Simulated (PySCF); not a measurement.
# CH6B2O (SMILES BB(C)O) at 6 levels

We compute a comparison of 6 runs (HF/def2-SVP, TPSS/3-21G, B3LYP/6-31G*, PBE0/def2-SVP, CAM-B3LYP/def2-TZVP, PBE0/def2-TZVP) of CH6B2O. The job is set up through a Python script.

The results are computed with PySCF 2.14.0.

## 1. The structure to begin with

The species is CH6B2O (10 atoms), meant as a singlet with charge 0. SMILES: `BB(C)O`. The coordinates come from a PBE0-D4/def2-TZVP relaxation. This is one conformer, not always the lowest.

Bond lengths: B1–B2 1.681 Å, B2–C3 1.575 Å, B2–O4 1.367 Å, B1–H5 1.201 Å, B1–H6 1.200 Å, C3–H7 1.093 Å, C3–H8 1.094 Å, C3–H9 1.097 Å, O4–H10 0.959 Å. Some angles: B1–B2–C3 118.7°, B1–B2–O4 125.5°, C3–B2–O4 115.8°, B2–B1–H5 121.9°, B2–B1–H6 122.5°, B2–C3–H7 113.8°, B2–C3–H8 111.5°, B2–C3–H9 108.5°, B2–O4–H10 114.4°, H5–B1–H6 115.4°.

## 2. Energy and gradient at HF/def2-SVP (run 1)

Contents of geometry.xyz:

```xyz
10
CH6B2O
B     -1.157400     0.826800    -0.622100
B      0.289400     0.045900    -0.271000
C      0.377300    -0.834700     1.032200
O      1.432600     0.117800    -1.017900
H     -2.010400     0.312100    -1.292200
H     -1.440400     1.898900    -0.162200
H     -0.546500    -1.371000     1.265900
H      1.200400    -1.552500     0.975700
H      0.572700    -0.174500     1.886700
H      1.365300     0.679800    -1.792300
```

Contents of calc.py:

```python
# BB(C)O
import pyscf.grad
from pyscf import gto

mol = gto.M(
    atom='geometry.xyz',
    basis='def2-svp',
    max_memory=1860,
    verbose=4,
)

mf = mol.RHF()
mf.conv_tol = 1e-10
mf.kernel()
if not mf.converged:
    mf = mf.newton().run(mf.mo_coeff, mf.mo_occ)

energy = mf.e_tot
print(f'total energy: {energy:.8f} hartree')
grad = mf.Gradients().kernel()
mf.analyze()
```

Started as:

```console
OMP_NUM_THREADS=1 python calc.py
```

The program printed:

```text
PySCF version 2.14.0

[... 83 lines left out ...]
Two-electron Energy =                  154.025758766198010
[... 12 lines left out ...]
MO #9   energy= -0.595556822587727 occ= 2
[... 10 lines left out ...]
MO #20  energy= 0.257669186893899  occ= 0
[... 10 lines left out ...]
MO #31  energy= 0.548910423100899  occ= 0
[... 10 lines left out ...]
MO #42  energy= 0.941206414761238  occ= 0
[... 10 lines left out ...]
MO #53  energy= 1.52109918804236   occ= 0
[... 10 lines left out ...]
MO #64  energy= 2.07261865340656   occ= 0
[... 10 lines left out ...]
MO #75  energy= 2.79896291702494   occ= 0
[... 10 lines left out ...]
MO #86  energy= 4.15484773112543   occ= 0
[... 99 lines left out ...]
Dipole moment(X, Y, Z, Debye): -0.41726,  0.82624, -0.85359
```

It took 9.3 s on 1 thread of Intel Xeon at 2.70GHz, shared host; peak memory 0.17 GiB.

## 3. Energy and gradient at TPSS/3-21G (run 2)

Contents of calc.py:

```python
# BB(C)O
import pyscf.grad
from pyscf import gto, dft

system = gto.M(
    atom='''
B     -1.157400     0.826800    -0.622100
B      0.289400     0.045900    -0.271000
C      0.377300    -0.834700     1.032200
O      1.432600     0.117800    -1.017900
H     -2.010400     0.312100    -1.292200
H     -1.440400     1.898900    -0.162200
H     -0.546500    -1.371000     1.265900
H      1.200400    -1.552500     0.975700
H      0.572700    -0.174500     1.886700
H      1.365300     0.679800    -1.792300
''',
    max_memory=1860,
    verbose=3,
    spin=0,
    basis='3-21g',
)

ks = dft.RKS(system)
ks.xc = 'tpss'
ks.grids.level = 5
ks.conv_tol = 1e-10
ks.kernel()
if not ks.converged:
    ks = ks.newton().run(ks.mo_coeff, ks.mo_occ)

etot = ks.e_tot
print('Final energy', etot)
grad = ks.Gradients().kernel()
dip = ks.dip_moment()
pop, q = ks.mulliken_pop()
```

Started as:

```console
OMP_NUM_THREADS=1 python calc.py
```

The program printed:

```text
converged SCF energy = -165.764237734891
Final energy -165.76423773489103
--------------- RKS gradients ---------------
         x                y                z
0 B    -0.0006669882     0.0021429496    -0.0030764536
1 B     0.0275132736    -0.0032836163    -0.0091813970
2 C     0.0004097432     0.0003315591    -0.0006491124
3 O    -0.0276118810     0.0190927024    -0.0119194638
4 H     0.0017850612     0.0004073213     0.0011905040
5 H     0.0010106333    -0.0018855992    -0.0004400974
6 H     0.0050954373     0.0035553314    -0.0014475533
7 H    -0.0043996398     0.0039510644     0.0005238778
8 H    -0.0013131111    -0.0036273129    -0.0057899737
9 H    -0.0018236119    -0.0206749381     0.0307915597
----------------------------------------------
Dipole moment(X, Y, Z, Debye):  0.09887,  0.74649, -0.96273
 ** Mulliken pop  **
pop of  0 B 1s            1.98674
pop of  0 B 2s            0.42811
pop of  0 B 3s            0.82836
pop of  0 B 2px           0.54237
pop of  0 B 2py           0.46936
pop of  0 B 2pz           0.20579
pop of  0 B 3px           0.27721
pop of  0 B 3py           0.27765
pop of  0 B 3pz           0.13537
pop of  1 B 1s            1.98676
pop of  1 B 2s            0.39963
pop of  1 B 3s            0.40928
pop of  1 B 2px           0.48966
pop of  1 B 2py           0.33515
pop of  1 B 2pz           0.42979
pop of  1 B 3px           0.09179
pop of  1 B 3py           0.20173
pop of  1 B 3pz           0.11180
pop of  2 C 1s            1.98721
pop of  2 C 2s            0.36036
pop of  2 C 3s            1.20475
pop of  2 C 2px           0.54387
pop of  2 C 2py           0.55106
pop of  2 C 2pz           0.57252
pop of  2 C 3px           0.54749
pop of  2 C 3py           0.55123
pop of  2 C 3pz           0.57331
pop of  3 O 1s            1.98488
pop of  3 O 2s            0.43224
pop of  3 O 3s            1.46070
pop of  3 O 2px           0.76393
pop of  3 O 2py           0.72205
pop of  3 O 2pz           0.66322
pop of  3 O 3px           0.87985
pop of  3 O 3py           0.85844
pop of  3 O 3pz           0.73726
pop of  4 H 1s            0.46340
pop of  4 H 2s            0.51828
pop of  5 H 1s            0.46349
pop of  5 H 2s            0.51854
pop of  6 H 1s            0.47132
pop of  6 H 2s            0.33631
pop of  7 H 1s            0.46912
pop of  7 H 2s            0.32625
pop of  8 H 1s            0.46600
pop of  8 H 2s            0.33376
pop of  9 H 1s            0.44866
pop of  9 H 2s            0.18393
 ** Mulliken atomic charges  **
charge of    0B =     -0.15097
charge of    1B =      0.54440
charge of    2C =     -0.89181
charge of    3O =     -0.50257
charge of    4H =      0.01832
charge of    5H =      0.01797
charge of    6H =      0.19236
charge of    7H =      0.20463
charge of    8H =      0.20025
charge of    9H =      0.36741
```

Wall time 28 s (1 thread of Intel Xeon at 2.70GHz, shared host); peak memory 0.51 GiB.

Runs 3 to 5 aren't shown in full; the table further down has their settings and results.

## 4. Energy and forces at PBE0/def2-TZVP (run 6)

Contents of calc.py:

```python
import pyscf.grad
from pyscf import gto, dft

mol = gto.M(
    atom='''
B   -1.157400   0.826800  -0.622100
B    0.289400   0.045900  -0.271000
C    0.377300  -0.834700   1.032200
O    1.432600   0.117800  -1.017900
H   -2.010400   0.312100  -1.292200
H   -1.440400   1.898900  -0.162200
H   -0.546500  -1.371000   1.265900
H    1.200400  -1.552500   0.975700
H    0.572700  -0.174500   1.886700
H    1.365300   0.679800  -1.792300
''',
    max_memory=1860,
    basis='def2-tzvp',
    charge=0,
    verbose=3,
)

calc0 = dft.RKS(mol, xc='pbe0')
calc0.conv_tol = 1e-10
calc0.grids.level = 5
calc0.kernel()
if not calc0.converged:
    calc0 = calc0.newton().run(calc0.mo_coeff, calc0.mo_occ)

energy = calc0.e_tot
print('E = %.10f Eh' % energy)
grad = calc0.Gradients().kernel()
dip = calc0.dip_moment()
pop, q = calc0.mulliken_pop()
```

Started as:

```console
OMP_NUM_THREADS=1 python calc.py
```

The program printed:

```text
converged SCF energy = -166.508073166558
[... 9 lines left out ...]
Dipole moment(X, Y, Z, Debye): -0.19848,  0.63981, -0.69516
[... 171 lines left out ...]
charge of    9H =      0.32095
```

Run time: 1.8 min. Hardware: 1 thread of Intel Xeon at 2.70GHz, shared host; peak memory 2 GiB.

## 5. Overview of the runs

| run | level | integration grid | energy (Eh) | dipole moment (D) | HOMO energy (eV) | LUMO energy (eV) | wall time |
| --- | --- | --- | --- | --- | --- | --- | --- |
| 1 | HF/def2-SVP | – | -165.489022 | 1.26 | -11.01 | 1.86 | 9.3 s |
| 2 | TPSS/3-21G | 5 | -165.764238 | 1.22 | -6.18 | -2.43 | 28 s |
| 3 | B3LYP/6-31G* (spherical functions) | 5 | -166.653600 | 1.05 | -7.16 | -1.64 | 21 s |
| 4 | PBE0/def2-SVP | 5 | -166.320447 | 1.04 | -7.57 | -1.77 | 40 s |
| 5 | CAM-B3LYP/def2-TZVP | 5 | -166.632981 | 1.04 | -9.12 | -0.83 | 3 min |
| 6 | PBE0/def2-TZVP | 5 | -166.508073 | 0.97 | -7.66 | -1.89 | 1.8 min |

## 6. Summary of results

| quantity | value |
| --- | --- |
| run 6: total energy | -166.50807 Eh |
| run 6: dipole moment | 0.97 D |
| run 6: HOMO energy | -7.66 eV |
| run 6: LUMO energy | -1.89 eV |
| run 6: HOMO–LUMO gap | 5.77 eV |
| run 6: largest force on an atom | 0.014 eV/Å |

In words: The dipole moment (its size) runs from 0.97 D (PBE0/def2-TZVP) to 1.26 D (HF/def2-SVP). The two ends differ in method and basis. The HOMO–LUMO gap runs from 3.75 eV (TPSS/3-21G) to 12.86 eV (HF/def2-SVP). Totals of different functionals can't be ranked against each other. All runs together took 6.4 min, the longest 3 min.
